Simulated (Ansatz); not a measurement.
**Pd-Cd mixtures: scan of ordered alloys across composition from a Python script**

The task is a scan of ordered alloys across composition, for Pd-Cd mixtures.

Program: Ansatz 0.2.0, driven from Python. Level of theory: DFT r2SCAN, plane waves, PAW. These are calculated values, not measurements.

### 1 The system

Pd Fm-3m: Symmetry: Fm-3m, No. 225, cubic system. The conventional cell has a = 3.890 Å, b = 3.890 Å, c = 3.890 Å, α = 90.00°, β = 90.00°, γ = 90.00°. Pd (site symmetry m-3m) has 12 Pd at 2.75 Å as nearest neighbours.

CdPd3 Pm-3m: It takes space group Pm-3m (No. 221, cubic). The conventional cell has a = 4.022 Å, b = 4.022 Å, c = 4.022 Å, α = 90.00°, β = 90.00°, γ = 90.00°. Around Cd (site symmetry m-3m) lie 12 Pd at 2.84 Å. Pd (site symmetry 4/mmm) has 4 Cd at 2.84 Å and 8 Pd at 2.84 Å as nearest neighbours.

CdPd P4/mmm: It takes space group P4/mmm (No. 123, tetragonal). Conventional cell: a = 2.938 Å, b = 2.938 Å, c = 4.155 Å, α = 90.00°, β = 90.00°, γ = 90.00°. Cd (site symmetry 4/mmm) has 4 Cd at 2.94 Å and 8 Pd at 2.94 Å as nearest neighbours. Around Pd (site symmetry 4/mmm) lie 8 Cd at 2.94 Å and 4 Pd at 2.94 Å.

Cd3Pd Pm-3m: The structure is cubic, space group Pm-3m (No. 221). The conventional cell has a = 4.287 Å, b = 4.287 Å, c = 4.287 Å, α = 90.00°, β = 90.00°, γ = 90.00°. Cd (site symmetry 4/mmm) is surrounded by 8 Cd at 3.03 Å and 4 Pd at 3.03 Å. Pd (site symmetry m-3m) is surrounded by 12 Cd at 3.03 Å.

Cd Fm-3m: Symmetry: Fm-3m, No. 225, cubic system. The conventional cell has a = 4.420 Å, b = 4.420 Å, c = 4.420 Å, α = 90.00°, β = 90.00°, γ = 90.00°. Cd (site symmetry m-3m) is surrounded by 12 Cd at 3.13 Å.

No structure file is read: the coordinates are typed or built in the script.

### 2 The script

The input, pd_alloy.py:

```python
# -*- coding: utf-8 -*-
"""Ordered Pd-Cd cells across composition, after relaxing atoms and volume at fixed cell shape."""

from collections import Counter
import csv
import warnings

import ansatz as az
import numpy as np


def fcc(a_site, a):
    return (
        az.Lattice.fcc(a)
        .space_group(225)
        .atom(a_site, (0, 0, 0))
        .primitive()
    )

A_FIRST, A_LAST = 3.89, 4.42


def run_phase(name, crystal):
    calc = crystal.calculation()
    calc = calc.functional(az.Functional.R2SCAN)
    calc = calc.basis(550)
    calc = calc.kpoints(spacing=0.33)
    calc = calc.occupations("fermi_dirac", width=0.1)
    calc = calc.band_table()
    calc = calc.relax(force_tolerance=0.03, max_steps=40, fix_cell=["shape"])
    return calc.run(threads=1)


def volume_per_atom(outcome):
    return abs(np.linalg.det(outcome.lattice.cell_ang)) / len(outcome.lattice.sites)


def counts(outcome):
    return Counter(site.symbol for site in outcome.lattice.sites)

warnings.simplefilter("ignore", az.DeckWarning)

# ordered cells: the first k mixed sites take the second element
phases = {}
for k in range(4 + 1):
    a = A_FIRST + (A_LAST - A_FIRST) * k / 4
    cell = fcc("Pd", a).conventional().resolved()
    sites = [site.position for site in cell.sites if site.symbol == "Pd"]
    for position in sites[:k]:
        cell = cell.substitution("Cd", at=position, replaces="Pd")
    phases[f"Pd{4 - k}Cd{k}"] = cell.resolved()

done = {name: run_phase(name, crystal) for name, crystal in phases.items()}

# x is the share of the second element on the mixed sites; both end members stand on this same lattice
x = {name: counts(o)["Cd"] / (counts(o)["Pd"] + counts(o)["Cd"]) for name, o in done.items()}
first, last = min(x, key=x.get), max(x, key=x.get)
energy = {name: o.report["energy_sigma0_ev"] / len(o.lattice.sites) for name, o in done.items()}
volume = {name: volume_per_atom(o) for name, o in done.items()}
rows = []
for name in sorted(done, key=x.get):
    line = lambda table: (1 - x[name]) * table[first] + x[name] * table[last]
    rows.append((name, x[name], 1000 * (energy[name] - line(energy)), volume[name], 100 * (volume[name] / line(volume) - 1)))
with open("alloy.csv", "w", newline="") as handle:
    writer = csv.writer(handle)
    writer.writerow(["cell", "x(Cd)", "E_mix (meV/atom)", "V (A^3/atom)", "excess V (%)"])
    writer.writerows([round(v, 4) if isinstance(v, float) else v for v in row] for row in rows)
print(open("alloy.csv").read())
```

### 3 Launch

Started as:

```
$ python pd_alloy.py
```

Log:

```text
cell,x(Cd),E_mix (meV/atom),V (A^3/atom),excess V (%)
Pd4Cd0,0.0,0.0,14.9289,0.0
Pd3Cd1,0.25,-294.0767,15.8674,-4.5081
Pd2Cd2,0.5,-409.8508,16.9768,-7.2515
Pd1Cd3,0.75,-255.8136,18.5535,-7.1942
Pd0Cd4,1.0,0.0,21.6794,0.0
```

Wall time 75 s (1 thread of AMD EPYC 9B14 (Zen 4), shared host); peak memory 0.7 GiB.

Lines on the test bed's own set-up are left out of the output.

A comment line of the script is reworded here; the code is as run.

### 4 Run by run

From the records of these 5 runs:

```
run           system  space group at the end  energy (eV/atom)  from the elements (meV/atom)  final volume (Å³/atom)  pressure (GPa)  SCF cycles in all  CPU time (s)
  1     Pd (4 atoms)                   Fm-3m        -6985.7498                           0.0                   14.93            0.02                 34           9.8
  2  CdPd3 (4 atoms)                   Pm-3m        -7306.6462                        -294.1                   15.87           -0.02                 39            12
  3   CdPd (4 atoms)                  P4/mmm        -7627.3642                        -409.9                   16.98           -0.04                 42            22
  4  Cd3Pd (4 atoms)                   Pm-3m        -7947.8125                        -255.8                   18.55           -0.03                 37            18
  5     Cd (4 atoms)                   Fm-3m        -8268.1589                           0.0                   21.68            0.00                 22            12
```

Energies are extrapolated to zero smearing width, as in the script. Totals carry meaning only in balanced differences at one level of theory.

### 5 Path of the relaxation of run 1

Step by step:

```
step  energy from step 1 (eV/cell)  largest force component (eV/Å)  pressure (GPa)  volume (Å³)
   1                        0.0000                          0.0000            2.73        58.86
   2                       -0.0013                          0.0000           -2.02        60.40
   3                       -0.0063                          0.0000           -0.07        59.74
   4                       -0.0063                          0.0000            0.00        59.72
   5                       -0.0072                          0.0000            0.02        59.72
```

Step 1 is the start. Step 5 repeats the geometry before it on a plane-wave basis chosen anew for that cell, so its energy need not be comparable with the rows above.

|  | before | after | change |
| --- | --- | --- | --- |
| a (Å) | 3.890 | 3.909 | +0.5 % |
| b (Å) | 3.890 | 3.909 | +0.5 % |
| c (Å) | 3.890 | 3.909 | +0.5 % |
| volume (Å³/atom) | 14.72 | 14.93 | +1.4 % |
| shortest distance (Å) | 2.751 | 2.764 | +0.5 % |
| space group (0.01 Å) | Fm-3m | Fm-3m | same |

The run keeps the 192 symmetry operations of the start, so it could not have lowered the symmetry.

### 6 How the relaxation of run 5 went

The steps of the relaxation:

```csv
step,E - E(step 1) (eV/cell),largest force component (eV/Å),pressure (GPa),volume (Å³)
1,0.0000,0.0000,0.23,86.35
2,-0.0001,0.0000,-0.07,86.83
3,-0.0001,0.0000,0.00,86.72
4,-0.0003,0.0000,0.00,86.72
```

Step 1 is the start. Step 4 repeats the geometry before it on a plane-wave basis chosen anew for that cell, so its energy need not be comparable with the rows above.

|  | before | after | change |
| --- | --- | --- | --- |
| a (Å) | 4.420 | 4.426 | +0.1 % |
| b (Å) | 4.420 | 4.426 | +0.1 % |
| c (Å) | 4.420 | 4.426 | +0.1 % |
| volume (Å³/atom) | 21.59 | 21.68 | +0.4 % |
| shortest distance (Å) | 3.125 | 3.130 | +0.1 % |
| space group (0.01 Å) | Fm-3m | Fm-3m | same |

The run keeps the 192 symmetry operations of the start, so it could not have lowered the symmetry.

### 7 Summary of results

| quantity | value |
| --- | --- |
| runs compared | 5 |
| energy of CdPd3 (run 2) from the elements | -294 meV/atom |
| energy of CdPd (run 3) from the elements | -410 meV/atom |
| energy of Cd3Pd (run 4) from the elements | -256 meV/atom |

What this shows: Mixing energies: -256 meV an atom at x(Pd) = 0.25 (volume -7.2 % off the straight line), -410 meV an atom at x(Pd) = 0.50 (volume -7.3 % off the straight line) and -294 meV an atom at x(Pd) = 0.75 (volume -4.5 % off the straight line). All are negative, so these cells are favoured over the separated end members on this lattice. In run 1, the volume grew by 1.4 % over 3 moves, and the space group stayed Fm-3m. In run 5, over 2 moves the cell grew by 0.4 % in volume, and the space group stayed Fm-3m. What to keep in mind:
- For the metals among these cells the mesh is coarse, so their volumes and pressures are rough.
- Atoms and volume are relaxed with the cell's shape held, which in cells of lower than cubic symmetry can hide stresses and shift volumes.
- These are small ordered cells, with both end members on the same lattice, which need not be their own; they aren't random solutions. Differences under about 40 meV an atom lie within the error of mesh and functional.
- The cells are prototypes set up for this calculation and needn't exist.
